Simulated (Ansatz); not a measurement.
# Ga3B2As5: the cost of one run

Program: Ansatz 0.2.0. Level of theory: DFT PBE, scalar-relativistic, plane waves, PAW. These are calculated values, not measurements.

1 further run of the same task is left out (set aside as unsound or not needed). Runs told in other sessions of the task aren't counted.

## 1. The system as given

It takes space group I-4m2 (No. 119, tetragonal). Conventional cell: a = 3.758 Å, b = 3.758 Å, c = 27.526 Å, α = 90.00°, β = 90.00°, γ = 90.00°. Ga (site symmetry -4m2) is surrounded by 4 As at 2.43 Å. Ga (site symmetry 2mm) has 4 As at 2.42 to 2.43 Å in its first shell of neighbours. B (site symmetry 2mm) is surrounded by 4 As at 2.20 Å. Around As (site symmetry 2mm) lie 2 B at 2.20 Å and 2 Ga at 2.43 Å. As (site symmetry -4m2) is surrounded by 4 Ga at 2.42 Å.

Coordinates:

```
Ga B As
1.0
    -1.87909    1.87909   13.76281
     1.87909   -1.87909   13.76281
     1.87909    1.87909  -13.76281
Ga B As
3 2 5
Direct
  0.00000 0.00000 0.00000
  0.19476 0.19476 0.00000
  0.80524 0.80524 0.00000
  0.59729 0.59729 0.00000
  0.40271 0.40271 0.00000
  0.55591 0.05591 0.50000
  0.13866 0.63866 0.50000
  0.75000 0.25000 0.50000
  0.36134 0.86134 0.50000
  0.94409 0.44409 0.50000
```

The cell was relaxed beforehand at this level, from a generated guess; it is a trial structure. At a tolerance of 0.02 Å it has space group I-4m2 (No. 119); it has 19.44 Å³/atom, an uncorrected energy of -0.04 eV/atom over the elements.

## 2. Electronic structure at the relaxed geometry

Input file input.yaml:

```yaml
crystal:
  lattice:
    - [-1.8790922823, 1.8790922823, 13.7628124273]
    - [1.8790922823, -1.8790922823, 13.7628124273]
    - [1.8790922823, 1.8790922823, -13.7628124273]
  atoms:
    - { symbol: Ga, position: [0.0, 0.0, 0.0] }
    - { symbol: Ga, position: [0.1947628122, 0.1947628122, 0.0] }
    - { symbol: Ga, position: [0.8052371878, 0.8052371878, 0.0] }
    - { symbol: B, position: [0.5972919561, 0.5972919561, 0.0] }
    - { symbol: B, position: [0.4027080439, 0.4027080439, 0.0] }
    - { symbol: As, position: [0.5559053318, 0.0559053318, 0.5] }
    - { symbol: As, position: [0.1386550262, 0.6386550262, 0.5] }
    - { symbol: As, position: [0.75, 0.25, 0.5] }
    - { symbol: As, position: [0.3613449738, 0.8613449738, 0.5] }
    - { symbol: As, position: [0.9440946682, 0.4440946682, 0.5] }
basis:
  ecutwfc: 420
kpoints:
  mp_grid: { grid: [14, 14, 14] }
  band_path:
    path:
      - [[0.0, 0.0, 0.0], [0.0, 0.0, 0.5], [0.25, 0.25, 0.25], [0.0, 0.5, 0.0], [0.0, 0.0, 0.0], [0.5, 0.5, -0.5], [0.25466039, 0.74533961, -0.25466039]]
      - [[-0.25466039, 0.25466039, 0.25466039], [0.0, 0.0, 0.0]]
      - [[0.0, 0.0, 0.5], [-0.00932077, 0.00932077, 0.5]]
      - [[0.5, 0.5, -0.00932077], [0.5, 0.5, -0.5]]
    npoints: 14
hamiltonian:
  xc: pbe
scf:
  occupations: { method: gaussian, width: 0.02 }
  n_extra_bands: 25
output:
  forces: true
  stress: true
  eigenvalues: true
  populations: true
  dos: { projected: true, de: 0.02, nscf_kmesh: { grid: [21, 21, 21] } }
  bader: true
  write_density: true
  write_potential: true
  elf: true
  volumetric_format: npy
```

On the command line:

```bash
> ansatz run input.yaml --threads 4 --pin off --max-ram 8192MiB --backend cpu --events-out ev --progress --plain --runs-dir out
```

Q: Estimate wall time and peak memory on 4 threads of Arm Neoverse V1, shared host.

About 11 min, with a peak of 6 GiB.
